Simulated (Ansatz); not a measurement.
# CH₅AlOS, SMILES C[S][AlH][OH]: energies of removing a hydrogen

Computed with the Python package of Ansatz (0.2.0).

Notebook, run cell by cell (the value of a cell's last expression is shown):

**Cell 1**
```python
import ansatz as az
from ase import Atoms
```

**Cell 2**
```python
def total_energy(molecule, charge=0, unpaired=0):
    calc = (
        molecule.calculation()
        .basis(gaussian='pcseg-2')
        .functional('pbe', dispersion='d4')
    )
    if charge:
        calc = calc.charge(charge)
    if unpaired:
        calc = calc.spin('collinear', total=unpaired)
    report = calc.run(threads=1, pin='off').report
    if report['published_state_doubts']:
        print('  doubts:', report['published_state_doubts'])
    return report['free_energy_ev']
```

**Cell 3**
```python
def without(molecule, index):
    rest = az.Crystal.molecule()
    for i, site in enumerate(molecule.cartesian_sites):
        if i != index:
            rest = rest.atom(site.symbol, site.position_ang)
    return rest
```

**Cell 4**
```python
atoms = Atoms(['C', 'S', 'Al', 'O', 'H', 'H', 'H', 'H', 'H'], positions=[
    (0.043, 1.005, -1.3461),
    (1.3466, 0.5923, -0.2349),
    (0.1612, -1.0691, 0.7839),
    (-0.7488, -0.6876, 2.2748),
    (-0.2716, 0.1806, -2.0215),
    (-0.8926, 1.3932, -0.7773),
    (0.3539, 1.891, -1.999),
    (0.2972, -2.5432, 0.2198),
    (-0.2004, -0.8086, 3.0833),
])
ch5alos = az.Crystal.molecule_from_ase(atoms)
```

**Cell 5**
```python
whole = total_energy(ch5alos, 0)
hydrogen = total_energy(az.Crystal.molecule().atom('H', (0, 0, 0)), 0, 1)
print(f'E(molecule) = {whole:.5f} eV, E(H) = {hydrogen:.5f} eV')
for index in [6, 7, 8]:
    radical = total_energy(without(ch5alos, index), 0, 1)
    print(f'H{index}: homolysis {(radical + hydrogen - whole):.3f} eV')
```
Output:
```text
E(molecule) = -20589.92899 eV, E(H) = -13.60312 eV
H6: homolysis 4.500 eV
H7: homolysis 3.352 eV
H8: homolysis 4.963 eV
```

Total energies depend on the basis set; only differences at equal settings carry meaning. The geometry is a force-field or estimated start, not a minimum of this method, and the basis set is short of its limit. All parts are taken at fixed geometry, without zero-point energy. This functional overbinds, so such energies come out a few per cent too high (LDA far more). Wall time of the script: 34 s on 1 thread of Intel(R) Xeon(R) Platinum 8488C (Sapphire Rapids), with other jobs on the host, peak memory 0.51 GiB.

(Lines on the test bed's own set-up are left out of the output.)
